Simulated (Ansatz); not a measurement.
Runs of Ansatz 0.2.0 on SiO. It takes space group Pm-3m (No. 221, cubic). Conventional cell: a = 2.807 Å, b = 2.807 Å, c = 2.807 Å, α = 90.00°, β = 90.00°, γ = 90.00°. Si (site symmetry m-3m) has 8 O at 2.43 Å as nearest neighbours. O (site symmetry m-3m) has 8 Si at 2.43 Å as nearest neighbours. The cell was built by a generator and needn't be a form met in nature.

```csv
task,level,cell,cutoff (eV),points for each segment of the path,gap on the mesh (eV),pressure (GPa),relaxed volume (Å³/atom)
relaxation of cell and atoms,HSE03,relaxed,420,-,0.78,0.0,(d)
single point,r2SCANh,as given,500,-,(a),0.7,-
single point,r2SCAN50,as given,500,-,3.26,(b),-
band structure,HSE03,as given,420,4,-,-1.4,-
relaxation of cell and atoms,HSEsol,relaxed,420,-,0.86,0.0,10.70
relaxation of cell and atoms,HSE06,relaxed,420,-,(c),0.0,10.93
band structure,HSE06,as given,420,4,-,-1.7,-
single point,r2SCAN0,as given,500,-,1.76,-1.3,-
```

Alike in all rows: potentials or basis Ansatz PAW; no spin polarisation; k mesh 5 × 5 × 5; smearing fermi-dirac 0.05 eV; the mesh is coarse, so values aren't converged.

Task: Fill in the values left out.

Result: (a) 0.91; (b) -4.2; (c) 0.94; (d) 10.95.

Caveats: all runs use coarse meshes; the PAW data sets come from PBE, with cores solved anew for the run's functional, which leaves a small shift of forces and pressure; odd divisions of the mesh miss points on the zone boundary, where band edges often lie, so the gap on the mesh can be too wide (some runs); the thresholds are loose for stress (some runs); the plane-wave basis is chosen anew once the cell has moved, so the energies of steps on either side of that aren't comparable (some runs).

A k mesh can miss the band edges.
